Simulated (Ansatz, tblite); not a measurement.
# Ga4As3N with GFN2-xTB from a Python script

These are simulated results from tblite 0.8.0, not measurements. The cell was built from a prototype and was relaxed with r2SCAN in plane waves (Ansatz 0.2.0). It may be hypothetical. All runs are without spin polarisation.

The symmetry is Pmm2 (No. 25, orthorhombic); conventional cell a = 3.810 Å, b = 7.683 Å, c = 5.305 Å, 19.41 Å³ an atom. N has 4 Ga at 1.98–2.16 Å; Ga has 2 N at 2.16 Å and 2 As at 2.43 Å; As has 4 Ga at 2.39–2.43 Å; Ga has 1 N at 1.98 Å and 3 As at 2.42–2.51 Å; As has 4 Ga at 2.40–2.51 Å; Ga has 4 As at 2.39–2.40 Å.

tblite solves periodic systems at the zone centre alone, so the script builds a cluster of 3×2×2 conventional cells (96 atoms), which folds in a coarse mesh of k points.

Input script:

```python
import json
from ase import Atoms
from ase.build import make_supercell
from ase.units import Bohr, GPa, Hartree
from tblite.interface import Calculator

atoms = Atoms(['N', 'Ga', 'As', 'Ga', 'As', 'Ga', 'As', 'Ga'],
              cell=[[3.81022816, 0.0, 0.0], [0.0, 7.68300201, 0.0], [0.0, 0.0, 5.30503992]],
              scaled_positions=[[0.0, 0.0, 0.006624798], [0.5, 0.0, 0.816326418], [0.5, 0.769773099, 0.501558207], [0.0, 0.789317478, 0.223069324], [0.0, 0.5, 0.002117535], [0.5, 0.5, 0.725676187], [0.5, 0.230226901, 0.501558207], [0.0, 0.210682522, 0.223069324]],
              pbc=True)
cluster = make_supercell(atoms, [[3, 0, 0], [0, 2, 0], [0, 0, 2]])
calc = Calculator('GFN2-xTB', cluster.numbers, cluster.positions / Bohr, lattice=cluster.cell[:] / Bohr, periodic=cluster.pbc)
calc.set('temperature', 0.02 / Hartree)
calc.set('max-iter', 150)
res = calc.singlepoint()
levels = res.get('orbital-energies') * Hartree
nv = round(res.get('orbital-occupations').sum() / 2)
cells = len(cluster) // len(atoms)
out = {'energy_per_cell': res.get('energy') * Hartree / cells, 'homo': levels[nv - 1], 'lumo': levels[nv],
       'stress': (-res.get('virial') * Hartree / cluster.get_volume() / GPa).tolist(), 'charges': res.get('charges')[:len(atoms)].tolist(), 'electrons': 2 * nv / cells}
json.dump(out, open('results.json', 'w'))
for key, value in out.items():
    print(key, value)
```

Command: `python run.py`. It took 18 s on 1 thread of Arm Neoverse V2 (shared host), peak memory 0.18 GiB.

Output:

```
------------------------------------------------------------
  cycle        total energy    energy error   density error
------------------------------------------------------------
      1     -172.0411193745  -1.7271359E+02   3.0179752E-01
      2     -176.7428486983  -4.7017293E+00   5.2555276E-01
      3     -178.7781556042  -2.0353069E+00   4.2262251E-01
      4     -177.0108719406   1.7672837E+00   4.2202513E-01
      5     -178.4589646705  -1.4480927E+00   1.5754467E-01
      6     -179.1334254019  -6.7446073E-01   7.6203674E-02
      7     -178.9993307195   1.3409468E-01   7.2618941E-02
      8     -179.0568667739  -5.7536054E-02   7.8561300E-02
      9     -179.2131527528  -1.5628598E-01   6.7735700E-02
     10     -179.1189354342   9.4217319E-02   6.1730687E-02
     11     -179.1660182392  -4.7082805E-02   4.3149366E-02
     12     -179.1325242461   3.3493993E-02   3.5144045E-02
     13     -179.1876923825  -5.5168136E-02   2.6140550E-02
     14     -179.1972902406  -9.5978582E-03   2.4258890E-02
     15     -179.1988505588  -1.5603182E-03   2.2807694E-02
     16     -179.2115863532  -1.2735794E-02   2.1565484E-02
     17     -179.2167016821  -5.1153289E-03   1.9646985E-02
     18     -179.2363027019  -1.9601020E-02   8.2334131E-03
     19     -179.2362342093   6.8492513E-05   5.6972778E-03
     20     -179.2365174750  -2.8326565E-04   4.5881127E-03
     21     -179.2359938385   5.2363646E-04   4.4767942E-03
     22     -179.2365740178  -5.8017930E-04   2.8347074E-03
     23     -179.2367665368  -1.9251902E-04   2.2530742E-03
     24     -179.2367486332   1.7903686E-05   2.2169136E-03
     25     -179.2366738368   7.4796320E-05   1.3841030E-03
     26     -179.2366682978   5.5390561E-06   1.2398172E-03
     27     -179.2367253473  -5.7049526E-05   8.3213157E-04
     28     -179.2367517254  -2.6378120E-05   5.6300550E-04
     29     -179.2367544035  -2.6781121E-06   5.3745064E-04
     30     -179.2367548846  -4.8101907E-07   5.3243498E-04
     31     -179.2367547856   9.8974880E-08   5.3347830E-04
     32     -179.2367547954  -9.8190469E-09   5.3086895E-04
     33     -179.2367545719   2.2349292E-07   5.1766388E-04
     34     -179.2367539927   5.7920548E-07   4.9215460E-04
     35     -179.2367540627  -7.0014011E-08   4.9040098E-04
     36     -179.2367532869   7.7584099E-07   4.7654810E-04
     37     -179.2367525987   6.8816385E-07   3.9711587E-04
     38     -179.2367528324  -2.3364288E-07   2.6067877E-04
     39     -179.2367532491  -4.1675622E-07   1.9215081E-04
     40     -179.2367534695  -2.2037966E-07   1.8274359E-04
     41     -179.2367527972   6.7227754E-07   1.8148245E-04
     42     -179.2367531008  -3.0357435E-07   1.4174563E-04
     43     -179.2367534852  -3.8445046E-07   1.2810449E-04
     44     -179.2367534424   4.2853259E-08   1.0667097E-04
     45     -179.2367535092  -6.6773055E-08   8.0223733E-05
     46     -179.2367535260  -1.6825055E-08   6.1740895E-05
     47     -179.2367535411  -1.5148743E-08   6.1394908E-05
     48     -179.2367534326   1.0850854E-07   6.1872351E-05
     49     -179.2367534841  -5.1433801E-08   4.4328336E-05
     50     -179.2367535367  -5.2673926E-08   2.6815010E-05
     51     -179.2367535513  -1.4540291E-08   1.7493814E-05
------------------------------------------------------------

 total:                                  16.978 sec
energy_per_cell -406.4400408865129
homo -8.773184193175492
lumo -8.644621656463427
stress [[9.059355155931257, -9.308824277696328e-08, 1.4234507261577087e-07], [-9.308824270780324e-08, 9.765844515170738, -3.8737438217532515e-06], [1.4234507258957693e-07, -3.873743821831373e-06, 7.778254889034642]]
charges [-0.5097850843170177, 0.1542260935323304, 0.05954303487366526, 0.09038860530487858, 0.07741515996682738, -0.021627387467097137, 0.059565820822499664, 0.09041056291327815]
electrons 32.0
```

The cycle table is in hartree for the whole cluster, and the lines after it are in eV (the energy for one cell). The printed stress is in GPa and positive in compression, and the pressure is its mean diagonal.

GFN2-xTB gives a gap of 0.13 eV. On the same cell, plane-wave PBE (Ansatz, 6×4×6 k points and the special points) gives no gap (an overlap of 0.15 eV at the points read) and r2SCAN no gap (an overlap of 0.10 eV at the points read); on shared hosts these took about 53 and 120 core-seconds on the 8-atom cell, against 18 for the script. xTB was fitted to molecules, so gaps, charges and pressures of solids can be far off, and the gap also depends on the size of the cluster.

The same script was run on cells scaled at fixed shape and fractional coordinates:

| volume (Å³/atom) | energy (meV/atom) | pressure (GPa, positive in compression) | gap (eV) |
| --- | --- | --- | --- |
| 17.08 | 221.8 | 23.26 | 0.19 |
| 18.25 | 84.8 | 14.86 | 0.16 |
| 19.41 | 0.0 | 8.87 | 0.13 |
| 20.58 | -48.4 | 4.65 | 0.11 |
| 21.74 | -70.2 | 1.59 | 0.09 |

The minimum lies beyond the largest of these volumes.

xTB was fitted mostly to molecules, and a small cluster samples few k points, so gaps, pressures and kinks along a curve can be far from a solid's.

Spin-orbit coupling is left out.
